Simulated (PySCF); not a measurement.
**Two attempts at Cu2H2 ((CuH)2 ring)**

Wanted: a single-point energy of Cu2H2 ((CuH)2 ring), SVWN5/aug-cc-pVDZ (density fitting with def2-universal-jkfit, SS(V)PE benzene).

The calculation is run with PySCF 2.14.0.

3 further runs of the same task are left out: 3 set aside as unsound or not needed.

## 1. The molecule

Cu2H2: 4 atoms, total charge 0, spin state singlet. The shape comes from GFN1-xTB, which is rough for such elements, and wasn't checked as a minimum.

Bond lengths: Cu1–Cu3 2.237 Å, Cu1–H2 1.714 Å, H2–Cu3 1.718 Å, Cu1–H4 1.718 Å, Cu3–H4 1.714 Å. Angles: Cu1–H2–Cu3 81.3°, Cu1–H4–Cu3 81.3°, Cu1–Cu3–H2 49.3°, Cu1–Cu3–H4 49.4°, Cu3–Cu1–H4 49.3°, H2–Cu1–Cu3 49.4°, H2–Cu3–H4 98.7°, H2–Cu1–H4 98.7°.

## 2. The input as first written

Contents of input.py:

```python
from pyscf import gto, dft, solvent

mol = gto.Mole()
mol.atom = '''
Cu
H 1 1.714189
Cu 2 1.718043 1 81.33104
H 3 1.714134 2 98.65263 1 -0.10561
'''
mol.charge = 0
mol.basis = 'aug-cc-pvdz'
mol.verbose = 3
mol.max_memory = 1860
mol.build()

calc0 = dft.RKS(mol)
calc0.xc = 'svwn'
calc0 = calc0.density_fit(auxbasis='def2-universal-jkfit')
calc0 = calc0.PCM()
calc0.with_solvent.method = 'SS(V)PE'
calc0.with_solvent.eps = 2.2706
calc0.disp = 'd4'
calc0.max_cycle = 100
calc0.kernel()
if not calc0.converged:
    calc0 = calc0.newton().run(calc0.mo_coeff, calc0.mo_occ)

e_final = calc0.e_tot
print('Final energy', e_final)
```

On the command line:

```sh
$ OMP_NUM_THREADS=1 python input.py
```

The program printed:

```text
WARN: PCM is an experimental feature. It is still in testing.
Features and APIs may be changed in the future.

RuntimeError: Functional 'svwn' not known
```

Wall time 3.9 s (1 thread of AMD EPYC 7B13 (Zen 3), shared host); peak memory 0.3 GiB.

## 3. Reading the log

The input was rejected.

The telling line is `RuntimeError: Functional 'svwn' not known`. Cause: dispersion not defined. To mend it: dispersion none in place of D4.

## 4. Try two

Contents of calc.py:

```python
from pyscf import gto, dft, solvent

molecule = gto.M(
    atom='''
Cu
H 1 1.714189
Cu 2 1.718043 1 81.33104
H 3 1.714134 2 98.65263 1 -0.10561
''',
    verbose=4,
    basis='aug-cc-pvdz',
    charge=0,
    max_memory=1860,
)

mf = dft.RKS(molecule)
mf.xc = 'svwn'
mf = mf.density_fit(auxbasis='def2-universal-jkfit')
mf = mf.PCM()
mf.with_solvent.method = 'SS(V)PE'
mf.with_solvent.eps = 2.2706  # benzene
mf.max_cycle = 100
mf.kernel()
if not mf.converged:
    mf = mf.newton().run(mf.mo_coeff, mf.mo_occ)

etot = mf.e_tot
print('E = %.10f Eh' % etot)
```

On the command line:

```sh
$ OMP_NUM_THREADS=1 python calc.py
```

The program printed:

```text
PySCF version 2.14.0

[INPUT] num. atoms = 4
[INPUT] num. electrons = 60
[INPUT] charge = 0
[INPUT] spin (= nelec alpha-beta = 2S) = 0
[INPUT] symmetry False subgroup None
[INPUT] Mole.unit = angstrom
[INPUT] Symbol           X                Y                Z      unit          X                Y                Z       unit  Magmom
[INPUT]  1 Cu     0.000000000000   0.000000000000   0.000000000000 AA    0.000000000000   0.000000000000   0.000000000000 Bohr   0.0
[INPUT]  2 H      1.714189000000   0.000000000000   0.000000000000 AA    3.239347735742   0.000000000000   0.000000000000 Bohr   0.0
[INPUT]  3 Cu     1.455236485513   0.000000000000   1.698415539581 AA    2.749998404093   0.000000000000   3.209540215513 Bohr   0.0
[INPUT]  4 H     -0.258894598976   0.003123602150   1.697927424275 AA   -0.489239887193   0.005902752587   3.208617811268 Bohr   0.0

nuclear repulsion = 234.9563601625
number of shells = 32
number of NR pGTOs = 298
number of NR cGTOs = 136
basis = aug-cc-pvdz
ecp = {}

[... 30 lines left out ...]
WARN: PCM is an experimental feature. It is still in testing.
[... 13 lines left out ...]
Solvent Energy = -0.357097955844521
[... 7 lines left out ...]
Solvent Energy = -0.00887406417833547
[... 7 lines left out ...]
Solvent Energy = -0.0135135826223439
[... 7 lines left out ...]
Solvent Energy = -0.0108586773104015
[... 7 lines left out ...]
Solvent Energy = -0.0110210323986082
[... 7 lines left out ...]
Solvent Energy = -0.0111354498548586
[... 7 lines left out ...]
Solvent Energy = -0.0111366044234186
[... 5 lines left out ...]
converged SCF energy = -3276.78006423301
E = -3276.7800642330 Eh
```

Wall time 40 s (1 thread of AMD EPYC 7B13 (Zen 3), shared host); peak memory 0.32 GiB.

## 5. Summary of results

At SVWN5/aug-cc-pVDZ (density fitting with def2-universal-jkfit, SS(V)PE benzene):

```
                  quantity           value
              total energy  -3276.78006 Eh
             dipole moment          0.00 D
               HOMO energy        -4.17 eV
               LUMO energy        -3.16 eV
             HOMO–LUMO gap         1.00 eV
solvent term in the energy    -29.2 kJ/mol
```
